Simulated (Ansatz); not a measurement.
**AlGa2H (singlet): the correlation ladder, cc-pVTZ**

One table from this session's results is given with a row withheld; the runs are named, their logs left out.

The runs use Ansatz 0.2.0, Gaussian basis; cc-pVTZ, core rule «outside noble gas», up to 33 orbitals frozen.

To be run: UHF; CCSD(T) on RHF; CCSD(T) on UHF; BCCD(T) on RHF; CCSDT(Q) on RHF; CCSDT(Q) on UHF.

4 further runs of the same task are left out: 4 set aside as unsound or not needed. Runs told in other sessions of the task aren't counted.

## What is computed

The geometry is a PBE0/def2-TZVP stationary point (not a proven minimum) of the parent state, kept for this charge and spin. No spin-orbit coupling is included. The filled d shell of Ga may be among the frozen orbitals whatever the setting's name suggests.

4 atoms, charge 0, spin multiplicity 1.

Atoms are counted from 1 here; the program's logs count them from 0.

Bond lengths: Ga1–Al2 2.555 Å, Al2–Ga3 2.555 Å, Al2–H4 1.846 Å. Angles: Ga1–Al2–Ga3 72.4°, Ga1–Al2–H4 52.9°, Ga3–Al2–H4 52.9°.

Geometry (Å):

| atom | x (Å) | y (Å) | z (Å) |
| --- | --- | --- | --- |
| Ga1 | -0.0044 | 0.3364 | 1.5090 |
| Al2 | -0.0226 | -1.7250 | 0.0000 |
| Ga3 | -0.0044 | 0.3364 | -1.5090 |
| H4 | 1.2155 | -0.3558 | 0.0000 |

Set-up of the first run:

Contents of in.yaml:

```yaml
crystal:
  periodic: [false, false, false]
  atoms:
    - {symbol: Ga, position_ang: [-0.004403, 0.336351, 1.508986]}
    - {symbol: Al, position_ang: [-0.022649, -1.725034, 0.000000]}
    - {symbol: Ga, position_ang: [-0.004403, 0.336351, -1.508986]}
    - {symbol: H, position_ang: [1.215461, -0.355847, 0.000000]}
basis:
  gaussian: {orbitals: cc-pVTZ}
magnetization: {spin_polarized: true, initial_magnetization: 0}
hamiltonian: {xc: hf}
output: {orbitals: {seedname: orbitals}}
```

Started as:

```bash
ansatz run in.yaml --threads 1 --pin off --events-out ev --progress --plain --max-ram 4096MiB --backend cpu
```

Steps of the session up to this table: UHF; CCSD(T) on RHF; CCSD(T) on UHF; BCCD(T) on RHF; CCSDT(Q) on RHF; CCSDT(Q) on UHF.

One table of the session follows, with a row left open; its other results are not shown here.

It belongs to the step «Misses and costs». 

```
   method  from RCCSDT(Q) (meV)
      RHF               +7076.0
      UHF               +6431.9
     RMP2               +1391.3
     UMP2               +1571.6
    RCCSD                +587.0
    UCCSD                +549.6
 RCCSD(T)                +101.6
 UCCSD(T)                +132.4
  BCCD(T)                 +97.2
   RCCSDT                     ?
   UCCSDT                 +66.0
RCCSDT(Q)                     0
UCCSDT(Q)                  +8.7
```

Estimate the missing values for RCCSDT.

The run gave: from RCCSDT(Q) (meV): +59.9. In the column «from RCCSDT(Q) (meV)» it lies between UCCSDT(Q) (+8.7) and UCCSDT (+66.0).

To keep in mind: The determinant of HF (⟨S²⟩ 1.09) is far from a pure spin state, so its energy mixes those of several spin states; that is harmless only where they are near-degenerate. The determinant of CCSD(T) (⟨S²⟩ 1.09) is far from a pure spin state, so its energy mixes those of several spin states; high orders of coupled cluster remove much of that, low ones don't. The determinant of CCSDT(Q) (⟨S²⟩ 1.09) is far from a pure spin state, so its energy mixes those of several spin states; high orders of coupled cluster remove much of that, low ones don't. Warnings: restricted reference is unstable; spin contamination; large T1 diagnostic. Restricted and unrestricted rows rest on different reference determinants; a gap between their highest levels can come from leftover correlation error, from unlike frozen cores or from another state.
